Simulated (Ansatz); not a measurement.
# C3H10FHfNO2: vertical ionisation energy

One table from this session's results is given with a row withheld; the runs are named, their logs left out.

Computed with Ansatz 0.2.0, Gaussian basis. Level: unrestricted cation, the program's frozen cores in correlated methods.

Plan: UKS PBE-D4/def2-TZVPP; UKS r2SCAN-D4/def2-TZVPP; UKS PBE0-D4/def2-TZVPP; UKS B3LYP-D4/def2-TZVPP; UKS wB97X-V/def2-TZVPP; UKS wB97M-V/def2-TZVPP; UKS B2PLYP/def2-TZVPP; UHF-CCSD(T)/def2-TZVPP; UHF-MP2/def2-QZVPP; extrapolation to the limit; then −ε(HOMO) from the neutral's earlier runs with LDA (SPW92), PBE-D4, revPBE-D4, BLYP-D4, r2SCAN-D4, B97M-V, PBE0-D4, B3LYP-D4, r2SCANh-D4, r2SCAN0-D4, HSE06-D4, BHLYP-D4, CAM-B3LYP-D4, LC-ωPBE, ωB97X-V, ωB97M-V.

1 further run of the same task is left out (for a known fault of the program).

## The relaxed structure

All runs share one geometry, relaxed beforehand with PBE0-D4 in a triple-zeta def2 set. Hf takes the def2 core potential; no spin-orbit term is included.

SMILES `CC[N](C)[Hf]([OH])([OH])[F]`, 18 atoms, charge 0, spin multiplicity 1.

Atoms are counted from 1 here; the program's logs count them from 0.

Bond lengths: C1–C2 1.522 Å, C1–H9 1.093 Å, C1–H10 1.092 Å, C1–H11 1.093 Å, C2–N3 1.448 Å, C2–H12 1.101 Å, C2–H13 1.094 Å, N3–C4 1.446 Å, N3–Hf5 2.026 Å, C4–H14 1.097 Å, C4–H15 1.098 Å, C4–H16 1.099 Å, Hf5–O6 1.931 Å, Hf5–O7 1.935 Å, Hf5–F8 1.931 Å, O6–H17 0.952 Å, O7–H18 0.952 Å. Angles: C2–C1–H9 110.6°, C2–C1–H10 111.8°, C2–C1–H11 110.5°, H9–C1–H10 108.1°, H9–C1–H11 108.3°, H10–C1–H11 107.5°, C1–C2–N3 114.3°, C1–C2–H12 109.1°, C1–C2–H13 109.0°, N3–C2–H12 109.4°, N3–C2–H13 108.3°, H12–C2–H13 106.3°, C2–N3–C4 114.3°, C2–N3–Hf5 128.7°, C4–N3–Hf5 116.9°, N3–C4–H14 110.8°, N3–C4–H15 113.1°, N3–C4–H16 111.4° and more.

Set-up of the first run:

in.yaml

```yaml
crystal:
  periodic: [false, false, false]
  atoms:
    - {symbol: C, position_ang: [2.048471, -0.577341, 0.809689]}
    - {symbol: C, position_ang: [0.571220, -0.538966, 1.173394]}
    - {symbol: N, position_ang: [-0.317514, -0.380602, 0.041603]}
    - {symbol: C, position_ang: [-0.385841, -1.533730, -0.828498]}
    - {symbol: Hf, position_ang: [-1.475815, 1.208158, -0.447803]}
    - {symbol: O, position_ang: [-1.348458, 2.446632, 1.027608]}
    - {symbol: O, position_ang: [-0.885237, 1.981084, -2.120501]}
    - {symbol: F, position_ang: [-3.267080, 0.542067, -0.725471]}
    - {symbol: H, position_ang: [2.342465, 0.341561, 0.296306]}
    - {symbol: H, position_ang: [2.283948, -1.420209, 0.156280]}
    - {symbol: H, position_ang: [2.660877, -0.677977, 1.709369]}
    - {symbol: H, position_ang: [0.309237, -1.460083, 1.717611]}
    - {symbol: H, position_ang: [0.395877, 0.288995, 1.867230]}
    - {symbol: H, position_ang: [-1.146567, -1.391096, -1.606143]}
    - {symbol: H, position_ang: [0.560442, -1.738842, -1.345415]}
    - {symbol: H, position_ang: [-0.669761, -2.438856, -0.272852]}
    - {symbol: H, position_ang: [-1.351100, 3.306951, 1.434970]}
    - {symbol: H, position_ang: [-0.325144, 2.042263, -2.887369]}
basis:
  gaussian: {orbitals: def2-TZVPP}
total_charge: 1
magnetization: {spin_polarized: true, initial_magnetization: 1}
hamiltonian: {xc: pbe, dispersion: d4}
```

On the command line:

```bash
$ ansatz run in.yaml --threads 4 --pin off --events-out ev --progress --plain --max-ram 41984MiB --backend cuda --devices 0, --max-vram 37GiB
```

Steps of the session up to this table: Cation, UKS PBE-D4/def2-TZVPP; Cation, UKS r2SCAN-D4/def2-TZVPP; Cation, UKS PBE0-D4/def2-TZVPP; Cation, UKS B3LYP-D4/def2-TZVPP; Cation, UKS wB97X-V/def2-TZVPP; Cation, UKS wB97M-V/def2-TZVPP; Cation, UKS B2PLYP (frozen core)/def2-TZVPP; Cation, UHF-CCSD(T)/def2-TZVPP; Cation, UHF-MP2/def2-QZVPP.

One table of the session follows, with a row left open; its other results are not shown here.

For comparison, −ε(HOMO) of the neutral from earlier runs:

| functional | −ε(HOMO) (eV) |
| --- | --- |
| LDA (SPW92) | 5.26 |
| PBE-D4 | 5.10 |
| revPBE-D4 | 5.03 |
| BLYP-D4 | 4.99 |
| r2SCAN-D4 | 5.32 |
| B97M-V | 5.44 |
| PBE0-D4 | 6.37 |
| B3LYP-D4 | ? |
| r2SCANh-D4 | 5.80 |
| r2SCAN0-D4 | 6.53 |
| HSE06-D4 | 5.97 |
| BHLYP-D4 | 7.58 |
| CAM-B3LYP-D4 | 7.72 |
| LC-ωPBE | 9.02 |
| ωB97X-V | 8.71 |
| ωB97M-V | 8.63 |

Q: Estimate the row for B3LYP-D4 from the others.

Worked estimate for «−ε(HOMO) (eV)». Against the share of exact exchange, BLYP-D4 (0, 4.99), BHLYP-D4 (0.5, 7.58) give a slope of 5.18 per unit share; at 0.2 the line stands at 6.03.

The run gave: −ε(HOMO) (eV): 6.17. In «−ε(HOMO) (eV)» the line misses by -0.14.
